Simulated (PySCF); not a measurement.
# C7H10ClFO: magnetic properties

Wanted: magnetic properties for C7H10ClFO (`C[C@@H]1[C@@H](O)[C@@]2(Cl)[C@H](F)C[C@@H]12`).

Computed with PySCF 2.14.0 and routines of our own; the level stands in each step. Atoms count from 0.

## (1) The system as given

20 atoms, charge 0, multiplicity 1; geometry from: GFN2-xTB.

## (2) Magnetic properties: GIAO B97-2/pcSseg-1

The job: settings as JSON, then the geometry in Å.

```
{"job": {"kind": "mag", "xc": "B97-2", "basis": "pcSseg-1", "isotopologues": 0}, "charge": 0, "multiplicity": 1}
C      2.314434    -0.627006     0.416712
C      0.989073    -0.268825    -0.227132
C      0.460309     1.150132     0.089351
O      0.364764     1.981247    -1.026045
C     -0.849649     0.519760     0.615291
Cl    -1.471072     1.127492     2.143811
C     -1.881752     0.228706    -0.494705
F     -3.190716     0.365831    -0.130412
C     -1.397734    -1.227779    -0.557450
C     -0.264690    -0.894391     0.422071
H      2.271145    -0.465173     1.491283
H      2.551611    -1.671913     0.231541
H      3.109071    -0.011178     0.003274
H      1.030584    -0.430411    -1.304724
H      1.019881     1.626824     0.902964
H      0.001302     2.833993    -0.762171
H     -1.735405     0.831727    -1.396339
H     -2.139350    -1.899478    -0.130536
H     -1.096739    -1.584824    -1.539012
H     -0.090215    -1.574055     1.249191
```

Method: GIAO B97-2/pcSseg-1 magnetisability, rotational g tensor and spin-rotation constants, non-relativistic, gas phase.

The run is started by

```bash
$ OMP_NUM_THREADS=1 python excited_run.py task.json out
```

This one command runs all jobs of the session in turn.

Output:

```text
coarse grid: 17600 points
cycle   1  E = -907.6080724837  dE =  1.525e+00  |g| = 8.162e-01  |ddm| = 4.176e+00
cycle   2  E = -907.4814134325  dE =  1.267e-01  |g| = 1.194e+00  |ddm| = 1.821e+00
cycle   3  E = -907.7284702715  dE = -2.471e-01  |g| = 1.184e-01  |ddm| = 1.233e+00
cycle   4  E = -907.7312088011  dE = -2.739e-03  |g| = 4.761e-02  |ddm| = 1.697e-01
cycle   5  E = -907.7317265004  dE = -5.177e-04  |g| = 1.300e-02  |ddm| = 6.390e-02
cycle   6  E = -907.7317632301  dE = -3.673e-05  |g| = 3.055e-03  |ddm| = 1.811e-02
cycle   7  E = -907.7317649213  dE = -1.691e-06  |g| = 9.251e-04  |ddm| = 3.208e-03
final grid: 166736 points
cycle   8  E = -907.7912861007  dE = -1.087e-04  |g| = 9.553e-03  |ddm| = 6.167e-02
cycle   9  E = -907.7912745914  dE =  1.151e-05  |g| = 1.242e-02  |ddm| = 1.631e-02
cycle  10  E = -907.7912981011  dE = -2.351e-05  |g| = 1.396e-03  |ddm| = 1.074e-02
cycle  11  E = -907.7912984187  dE = -3.176e-07  |g| = 3.146e-04  |ddm| = 1.526e-03
cycle  12  E = -907.7912984393  dE = -2.057e-08  |g| = 1.330e-04  |ddm| = 4.676e-04
cycle  13  E = -907.7912984428  dE = -3.568e-09  |g| = 3.324e-05  |ddm| = 1.610e-04
cycle  14  E = -907.7912984431  dE = -2.187e-10  |g| = 7.639e-06  |ddm| = 3.441e-05
converged SCF energy = -907.7912984431

Magnetisability tensor (1e-30 J/T^2)
    -1667.18       67.74        9.88
       67.74    -1681.08      -20.24
        9.88      -20.24    -1589.56
isotropic -1645.94   principal values   -1745.24  -1607.82  -1584.76
isotropic susceptibility -99.121 1e-6 cm^3/mol

Inertial axes            a          b          c
rot. const./GHz      1.5091     0.9404     0.8515
chi total          -101.668    -97.466    -98.229
chi diamagnetic    -901.692  -1376.726  -1487.473
chi paramagnetic    800.025   1279.260   1389.245
quadrupole/D A       -7.523      2.444      5.079
g nuclear            0.5589     0.5556     0.5467
g electronic        -0.5672    -0.5652    -0.5557
g total             -0.0083    -0.0096    -0.0090

Spin-rotation constants (kHz, H = +C I.J)
atom  isotope        aa         bb         cc
  5   35Cl        0.327      0.137      0.235
  7    19F        1.009      0.294      0.529
 10     1H       -0.153     -0.013     -0.075
 11     1H       -0.131     -0.060     -0.040
 12     1H       -0.055     -0.102     -0.042
 13     1H       -0.152     -0.001     -0.078
 14     1H       -0.130      0.051     -0.103
 15     1H       -0.138     -0.079     -0.059
 16     1H       -0.163     -0.067      0.050
 17     1H       -0.077     -0.099     -0.016
 18     1H       -0.117      0.005     -0.094
 19     1H       -0.183     -0.105      0.037
  0    13C*       0.211      0.142      0.130
  1    13C*       0.325      0.157      0.140
  2    13C*       0.362      0.224      0.208
  3    17O*      -0.115     -0.088     -0.087
  4    13C*       0.357      0.205      0.180
  6    13C*       0.286      0.255      0.239
  8    13C*       0.211      0.187      0.156
  9    13C*       0.273      0.158      0.161
* in the singly substituted isotopologue
```

It took 82 s on 1 thread of Intel Xeon 6975P-C, shared host; peak memory 1.1 GiB.

In short:

```
              quantity                      value
       magnetisability           -1646·10⁻³⁰ J/T²
  molar susceptibility         -99.1·10⁻⁶ cm³/mol
rotational g (a, b, c)  -0.0083, -0.0096, -0.0090
```

## (3) Summary of results

| quantity | value |
| --- | --- |
| magnetisability (step 2, GIAO B97-2/pcSseg-1) | -1646·10⁻³⁰ J/T² |
| molar susceptibility (step 2, GIAO B97-2/pcSseg-1) | -99.1·10⁻⁶ cm³/mol |
| rotational g (a, b, c) (step 2, GIAO B97-2/pcSseg-1) | -0.0083, -0.0096, -0.0090 |

**Reading.** The values above hold for this geometry and these levels alone. Vibrational averaging and real surroundings are missing from these values.
